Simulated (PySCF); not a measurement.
# C3H6O2Si: the cost of one run

The runs use PySCF 2.14.0, with density-fitted response routines of our own; the level of theory stands in each step. All values are computed, except where a source is named. Atoms count from 0, in the outputs and in this text.

## (1) The molecule as given

12 atoms, charge 0, multiplicity 1; geometry from: GFN2-xTB.

Bonds of the start (Å): C0–Si1 1.90, Si1–C2 1.93, C2–O3 1.20, Si1–C4 1.93, C4–O5 1.20, C0–H6 1.09, C0–H7 1.09, C0–H8 1.09, Si1–H9 1.46, C2–H10 1.11, C4–H11 1.11.

## (2) Ultraviolet spectrum: CAM-B3LYP/def2-SVPD

The job: settings as JSON, then the geometry in Å.

```
{"job": {"kind": "uv", "xc": "CAM-B3LYP", "basis": "def2-SVPD", "nstates": 8, "ntriplets": 3}, "charge": 0, "multiplicity": 1}
C     -0.493135     0.637436     1.463853
Si    -0.415521    -0.420684    -0.106456
C      1.301753    -1.291327    -0.181938
O      1.474727    -2.420553    -0.559974
C     -0.366089     0.752265    -1.638067
O      0.152541     1.839094    -1.611204
H     -0.377527     0.042567     2.366160
H     -1.442258     1.161852     1.533070
H      0.292607     1.390091     1.454116
H     -1.487590    -1.397327    -0.292070
H      2.179382    -0.684429     0.132339
H     -0.817691     0.390328    -2.585858
```

Level: TDDFT CAM-B3LYP/def2-SVPD, vertical, gas phase, core orbitals frozen in the response.

The run is started by

```console
OMP_NUM_THREADS=1 python probes_run.py task.json out
```

This one command runs all jobs of the session in turn.

Q: Estimate the wall time and peak memory of this first job on 1 thread of Arm Neoverse N1, shared host.

About 46 s, with a peak of 0.76 GiB.
